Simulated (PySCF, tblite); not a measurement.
# C3H11GeOSi radical: geometry, infrared bands and EPR parameters

Aim: predict the infrared bands and EPR parameters of C3H11GeOSi radical (`CC[CH][GeH2][O][SiH3]`).

The runs use tblite 0.8.0 and PySCF 2.14.0, with density-fitted response routines of our own; the level of theory stands in each step. All values are computed, except where a source is named. Atoms are numbered from 0 throughout.

### 1 Starting geometry

17 atoms, charge 0, multiplicity 2; geometry from: force field or distance geometry start.

Bonds of the start (Å): C0–C1 1.51, C1–C2 1.53, C2–Ge3 1.93, Ge3–O4 1.80, O4–Si5 1.72, C0–H6 1.12, C0–H7 1.10, C0–H8 1.11, C1–H9 1.12, C1–H10 1.12, C2–H11 1.12, Ge3–H12 1.54, Ge3–H13 1.56, Si5–H14 1.47, Si5–H15 1.48, Si5–H16 1.47.

### 2 Geometry optimisation with GFN2-xTB

The job: settings as JSON, then the geometry in Å.

```
{"job": {"kind": "relax", "xc": "GFN2-xTB", "basis": "xTB"}, "charge": 0, "multiplicity": 2}
C     -2.534100     0.821100    -0.275100
C     -1.467200    -0.040700     0.347600
C     -0.380900    -0.399700    -0.664600
Ge     1.049700    -1.408500     0.155700
O      1.718600    -0.520900     1.573000
Si     2.595400     0.798800     0.897200
H     -3.304500     1.086500     0.486400
H     -3.035700     0.282700    -1.098800
H     -2.093800     1.760100    -0.666800
H     -1.926900    -0.977300     0.758100
H     -1.003700     0.511400     1.198300
H     -0.828900    -0.996300    -1.495800
H      2.152700    -1.712500    -0.870600
H      0.479300    -2.766500     0.660100
H      1.695900     1.686900     0.139500
H      3.196600     1.579400     2.005800
H      3.680200     0.307500     0.033100
```

Launch:

```console
OMP_NUM_THREADS=1 python probes_run.py task.json out
```

This one command runs all jobs of the session in turn.

The log of the run:

```text
step      E/eV     max force
  0    -536.54543    2.220
  1    -536.73020    1.535
  2    -536.86564    1.110
  3    -536.91304    0.783
  4    -536.98430    0.525
  5    -537.01067    0.540
  6    -537.08983    0.505
  7    -537.12982    0.457
  8    -537.17093    0.468
  9    -537.20106    0.399
 10    -537.23002    0.391
 11    -537.25011    0.349
 12    -537.26858    0.329
 13    -537.28598    0.272
 14    -537.29928    0.232
 15    -537.30759    0.187
 16    -537.31434    0.212
 17    -537.32194    0.254
 18    -537.32881    0.280
 19    -537.33339    0.229
 20    -537.33887    0.182
 21    -537.34534    0.165
 22    -537.35046    0.169
 23    -537.35473    0.134
 24    -537.35698    0.105
 25    -537.35859    0.102
 26    -537.36070    0.122
 27    -537.36365    0.158
 28    -537.36680    0.134
 29    -537.36955    0.148
 30    -537.37190    0.132
 31    -537.37405    0.127
 32    -537.37587    0.110
 33    -537.37711    0.079
 34    -537.37806    0.078
 35    -537.37918    0.091
 36    -537.38058    0.116
 37    -537.38199    0.091
 38    -537.38316    0.094
 39    -537.38414    0.083
 40    -537.38504    0.079
 41    -537.38584    0.073
 42    -537.38647    0.049
 43    -537.38698    0.047
 44    -537.38745    0.045
 45    -537.38785    0.043
 46    -537.38811    0.039
 47    -537.38827    0.037
 48    -537.38841    0.035
 49    -537.38857    0.036
 50    -537.38872    0.029
 51    -537.38882    0.021
 52    -537.38889    0.020
 53    -537.38895    0.018
 54    -537.38903    0.022
 55    -537.38912    0.025
 56    -537.38919    0.021
 57    -537.38925    0.018
 58    -537.38929    0.015
 59    -537.38933    0.018
 60    -537.38938    0.021
 61    -537.38945    0.021
 62    -537.38952    0.017
 63    -537.38960    0.019
 64    -537.38967    0.023
 65    -537.38975    0.026
 66    -537.38985    0.023
 67    -537.38996    0.021
 68    -537.39007    0.023
 69    -537.39021    0.028
 70    -537.39041    0.040
 71    -537.39071    0.052
 72    -537.39112    0.069
 73    -537.39152    0.070
 74    -537.39188    0.058
 75    -537.39223    0.038
 76    -537.39255    0.034
 77    -537.39278    0.026
 78    -537.39293    0.036
 79    -537.39301    0.039
 80    -537.39315    0.034
 81    -537.39326    0.023
 82    -537.39337    0.021
 83    -537.39347    0.028
 84    -537.39360    0.040
 85    -537.39372    0.038
 86    -537.39386    0.023
 87    -537.39398    0.042
 88    -537.39414    0.044
 89    -537.39438    0.039
 90    -537.39467    0.041
 91    -537.39495    0.039
 92    -537.39526    0.052
 93    -537.39568    0.062
 94    -537.39629    0.075
 95    -537.39709    0.084
 96    -537.39786    0.072
 97    -537.39771    0.200
 98    -537.39897    0.052
 99    -537.39939    0.047
100    -537.40038    0.105
101    -537.40100    0.050
102    -537.40141    0.052
103    -537.40180    0.054
104    -537.40200    0.041
105    -537.40221    0.034
106    -537.40248    0.029
107    -537.40264    0.033
108    -537.40281    0.036
109    -537.40297    0.041
110    -537.40311    0.038
111    -537.40327    0.036
112    -537.40341    0.039
113    -537.40354    0.040
114    -537.40363    0.039
115    -537.40365    0.033
116    -537.40378    0.018
117    -537.40382    0.013
118    -537.40386    0.010
119    -537.40388    0.018
120    -537.40391    0.018
121    -537.40394    0.018
122    -537.40396    0.010
```

It took 0.9 s on 1 thread of Arm Neoverse V1, shared host.

Step by step: (not every step is listed)

```
step  energy from step 0 (eV)  largest force (eV/Å)
   0                   0.0000                2.2201
   1                  -0.1848                1.5349
   2                  -0.3202                1.1099
   3                  -0.3676                0.7829
   4                  -0.4389                0.5252
   5                  -0.4652                0.5404
   6                  -0.5444                0.5052
   7                  -0.5844                0.4569
   8                  -0.6255                0.4682
  18                  -0.7834                0.2799
  28                  -0.8214                0.1336
  38                  -0.8377                0.0943
  48                  -0.8430                0.0347
  58                  -0.8439                0.0151
  68                  -0.8446                0.0234
  78                  -0.8475                0.0359
  88                  -0.8487                0.0444
  98                  -0.8535                0.0521
 108                  -0.8574                0.0360
 117                  -0.8584                0.0127
 118                  -0.8584                0.0103
 119                  -0.8584                0.0182
 120                  -0.8585                0.0180
 121                  -0.8585                0.0177
 122                  -0.8585                0.0100
```

Distances of close pairs at the start and the end, largest changes first:

```
   bond  before (Å)  after (Å)  change (Å)
Ge3–Si5       2.795      3.232      +0.437
 O4–Si5       1.723      1.618      -0.105
 Ge3–O4       1.801      1.750      -0.051
  C1–C2       1.528      1.479      -0.049
Ge3–H13       1.557      1.512      -0.045
 C2–H11       1.117      1.080      -0.037
  C0–H6       1.115      1.087      -0.028
  C0–C1       1.506      1.532      +0.026
```

The final coordinates are the input of the step that follows.

### 3 Harmonic vibrations with GFN2-xTB

The job: settings as JSON, then the geometry in Å.

```
{"job": {"kind": "ir", "xc": "GFN2-xTB", "basis": "xTB"}, "charge": 0, "multiplicity": 2}
C     -2.256227     0.942198    -0.389427
C     -1.490099    -0.082941     0.452403
C     -0.784274    -1.080496    -0.380264
Ge     1.012809    -1.678856    -0.083089
O      1.842076    -0.485701     0.891521
Si     2.461029     1.005718     0.985897
H     -2.775881     1.646824     0.255391
H     -2.988120     0.446059    -1.023329
H     -1.568175     1.494485    -1.024841
H     -2.218264    -0.594076     1.098463
H     -0.776714     0.423336     1.107677
H     -1.347835    -1.500340    -1.200775
H      1.797062    -1.845242    -1.366861
H      1.198381    -2.910822     0.772848
H      1.494081     1.992751     0.490911
H      2.711235     1.167780     2.415676
H      3.681920     1.071352     0.181167
```

The log of the run:

```text
mode    cm-1     km/mol
  1      -2.5      0.20
  2      24.6      0.05
  3      31.6      0.20
  4      68.6      1.25
  5      89.6      3.02
  6     129.4      5.08
  7     212.6      2.58
  8     285.9     12.28
  9     311.1      2.34
 10     386.1     22.68
 11     412.9     31.48
 12     454.3    107.03
 13     583.2     11.94
 14     616.6     53.32
 15     627.7     58.11
 16     634.7     20.09
 17     690.5    459.80
 18     762.5    187.47
 19     794.5    199.49
 20     805.0     27.13
 21     816.0    317.81
 22     831.8    297.33
 23     962.1    365.38
 24     966.2     13.96
 25    1018.5      0.99
 26    1046.6      6.56
 27    1160.6      0.12
 28    1199.8      2.50
 29    1221.0      1.73
 30    1329.1      1.74
 31    1403.3      1.58
 32    1445.0      4.34
 33    1495.2      4.20
 34    1500.4      2.38
 35    1871.7    296.53
 36    1900.7    489.51
 37    2195.5    363.70
 38    2238.1    306.68
 39    2269.9    243.88
 40    2855.9     22.57
 41    2964.1     18.33
 42    3031.9     29.09
 43    3036.0     34.56
 44    3040.2     21.73
 45    3048.7     44.41
```

Run time: 0.62 s. Hardware: 1 thread of Arm Neoverse V1, shared host.

Which atoms move in the most intense modes:

```
cm⁻¹  km/mol                         atoms
 690   459.8            H13 50 %, H12 32 %
 816   317.8            H12 50 %, H13 46 %
 832   297.3  H14 33 %, H16 30 %, H15 24 %
 962   365.4             O4 72 %, Si5 21 %
1872   296.5            H12 74 %, H13 25 %
1901   489.5            H13 74 %, H12 24 %
2196   363.7                      H14 90 %
2238   306.7                      H16 89 %
```

### 4 g tensor and hyperfine couplings: B3LYP/def2-TZVP-core+pcH-1

The job, as its differences from that of step 3:

```diff
@@ -1,2 +1,2 @@
-{"job": {"kind": "ir", "xc": "GFN2-xTB", "basis": "xTB"}, "charge": 0, "multiplicity": 2}
+{"job": {"kind": "epr", "basis": "pcH-1"}, "charge": 0, "multiplicity": 2}
 C     -2.256227     0.942198    -0.389427
```

Method: UKS B3LYP, def2-TZVP-core on Ge, pcH-1 on C H O Si, non-relativistic, mean-field spin-orbit, GIAO.

The log of the run:

```text
UKS, coarse grid
  cycle   1  E = -2562.52663056  |g| = 1.48e+00
  cycle   2  E = -2561.98897330  |g| = 1.57e+00
  cycle   3  E = -2562.61558740  |g| = 6.24e-01
  cycle   4  E = -2562.73994710  |g| = 1.70e-01
  cycle   5  E = -2562.74545048  |g| = 4.81e-02
  cycle   6  E = -2562.74615809  |g| = 7.41e-03
  cycle   7  E = -2562.74618028  |g| = 2.71e-03
  cycle   8  E = -2562.74618425  |g| = 6.67e-04
UKS, final grid
  cycle   1  E = -2562.74612948  |g| = 6.48e-04
  cycle   2  E = -2562.74612932  |g| = 8.75e-04
  cycle   3  E = -2562.74612968  |g| = 1.14e-04
  cycle   4  E = -2562.74612969  |g| = 5.94e-05
  cycle   5  E = -2562.74612969  |g| = 2.22e-05
E = -2562.74612969 Eh   <S^2> = 0.7539 (exact 0.7500)
g shifts (ppm)      1          2          3
  rmc          -138       -138       -138
  gc             36          6         31
  oz_so       -2059        239       1064
  total       -2161        106        957
hyperfine (MHz)  atom isotope    a_iso     a_fc   dipolar eigenvalues
    0   13C      43.76      43.76     -3.39     -3.13      6.52
    1   13C     -29.37     -29.38     -2.71      1.06      1.65
    2   13C      88.54      88.81    -76.59    -74.94    151.54
    3  73Ge      24.26      24.58     -1.16     -0.48      1.65
    4   17O      -2.01      -2.03     -1.53      0.61      0.91
    5  29Si       0.14       0.14     -0.38      0.11      0.27
    6    1H       5.81       5.81     -2.54     -1.68      4.22
    7    1H      -1.95      -1.95     -3.48     -2.65      6.13
    8    1H      -2.99      -2.99     -4.68     -2.17      6.85
    9    1H     140.37     140.37     -5.95     -2.92      8.87
   10    1H      13.13      13.13     -4.84     -4.02      8.86
   11    1H     -55.84     -55.82    -36.23     -0.98     37.22
   12    1H      29.76      29.76     -3.05     -2.19      5.25
   13    1H      67.60      67.60     -2.57     -1.95      4.51
   14    1H       0.03       0.03     -1.24     -1.23      2.47
   15    1H       0.08       0.08     -0.59     -0.55      1.14
   16    1H      -0.13      -0.13     -0.62     -0.60      1.22
```

Wall time 4.2 min (1 thread of Arm Neoverse V1, shared host); peak memory 1.4 GiB.

Principal g values 2.00016, 2.00243, 2.00328; g(iso) = 2.00195, against 2.00232 for a free electron.

Hyperfine couplings; where a row names several nuclei, a(iso) is their mean (it holds for fast rotation or exchange) and the dipolar term the largest among them:

```
       nuclei  isotope  a(iso) (MHz)  a(iso) (G, at g = 2.0023)  largest dipolar term (MHz)
           C2      13C          88.5                       31.6                       151.5
      H9, H10       1H          76.7                       27.4                         8.9
          H11       1H         -55.8                      -19.9                        37.2
     H12, H13       1H          48.7                       17.4                         5.2
           C0      13C          43.8                       15.6                         6.5
           C1      13C         -29.4                      -10.5                        -2.7
          Ge3     73Ge          24.3                        8.7                         1.6
           O4      17O          -2.0                       -0.7                        -1.5
   H6, H7, H8       1H           0.3                        0.1                         6.8
          Si5     29Si           0.1                        0.0                        -0.4
H14, H15, H16       1H           0.0                        0.0                         2.5
```

Mulliken spin populations:

C0 0.02; C1 -0.08; C2 1.00; Ge3 -0.02; O4 0.00; Si5 0.00; H6 0.01; H7 0.00; H8 0.00; H9 0.06; H10 0.00; H11 -0.04; H12 0.02; H13 0.04; H14 0.00; H15 0.00; H16 0.00

In first order the couplings over 0.8 MHz of 1H give 18 distinct lines over 109.4 G, if the averaged nuclei exchange fast; the same motion can average rows kept apart here too.

Orbitals, density, ELF and potential are computed afterwards from the orbital file.

ELF in a plane through or near 5 of the atoms.

Values, 10 rows by 14 columns:
```
0.00 0.00 0.00 0.00 0.00 0.00 0.00 0.00 0.00 0.00 0.00 0.00 0.00 0.00
0.00 0.00 0.00 0.00 0.00 0.00 0.00 0.00 0.00 0.00 0.00 0.00 0.00 0.00
0.00 0.00 0.00 0.02 0.07 0.78 0.85 0.00 0.00 0.03 0.16 0.02 0.00 0.00
0.00 0.00 0.07 0.30 0.16 0.99 0.99 0.00 0.03 0.57 0.98 0.66 0.00 0.00
0.00 0.01 0.40 0.50 0.78 0.26 0.04 0.15 0.22 0.29 0.67 0.28 0.02 0.00
0.00 0.00 0.05 0.09 0.77 0.80 0.18 0.34 0.74 0.46 0.80 0.96 0.05 0.00
0.00 0.00 0.00 0.06 0.33 0.15 0.48 0.84 0.28 0.46 0.01 0.03 0.00 0.00
0.00 0.00 0.00 0.00 0.12 0.28 0.17 0.33 0.65 0.85 0.07 0.00 0.00 0.00
0.00 0.00 0.00 0.00 0.03 0.11 0.08 0.01 0.01 0.01 0.00 0.00 0.00 0.00
0.00 0.00 0.00 0.00 0.00 0.00 0.00 0.00 0.00 0.00 0.00 0.00 0.00 0.00
```
The map spans 12.3 Å across and 10.5 Å up, centred on the molecule. Atoms in the plane (x, y in Å): C0 (2.4, 0.8), C2 (0.8, -1.2), Ge3 (-1.0, -1.7), Si5 (-2.5, 1.2), H14 (-1.4, 2.0).

On the surface of density 0.002 e/bohr³ the electrostatic potential runs, from the 1st to the 99th percentile, from -0.96 V near O4 to 1.35 V near H12.

The spin density lies nearest to C2 64 %; H11 15 %.

### 5 Summary of results

| quantity | value |
| --- | --- |
| strongest single infrared mode (GFN2-xTB) | 1901 cm⁻¹, 490 km/mol |
| zero-point energy (GFN2-xTB) | 75.4 kcal/mol |
| g(iso) (B3LYP) | 2.00195 |
| ⟨S²⟩ | 0.754 (exact 0.75) |
| largest a(iso) (averaged by class) | 13C on C2, 88.5 MHz |
| potential on the surface of density 0.002 e/bohr³, 1st and 99th percentile | -0.96 V and 1.35 V |

Over 122 steps the energy fell by 0.859 eV; of the close pairs, Ge3–Si5 changed most, 2.795 to 3.232 Å. The frame itself reshapes: Ge3···Si5 goes from 2.79 to 3.23 Å. The lowest mode is slightly imaginary (2i cm⁻¹), a soft motion within the noise of the Hessian, so the minimum is not strictly shown. The strongest single mode, at 1901 cm⁻¹, moves mainly H13. GFN2-xTB is a fitted tight-binding method: band positions and strengths are rough. Its intensities can rank the bands wrongly. C2 carries the largest spin population, 1.00 e. The isotropic g lies 0.4 ppt below the free-electron value. The hyperfine terms hold no scalar relativity, which the heavier nuclei need. These values are for one conformer; the search (at its own cheap level) found 2 more, at 0.37, 0.37 kcal/mol, and measured spectra average over such forms.
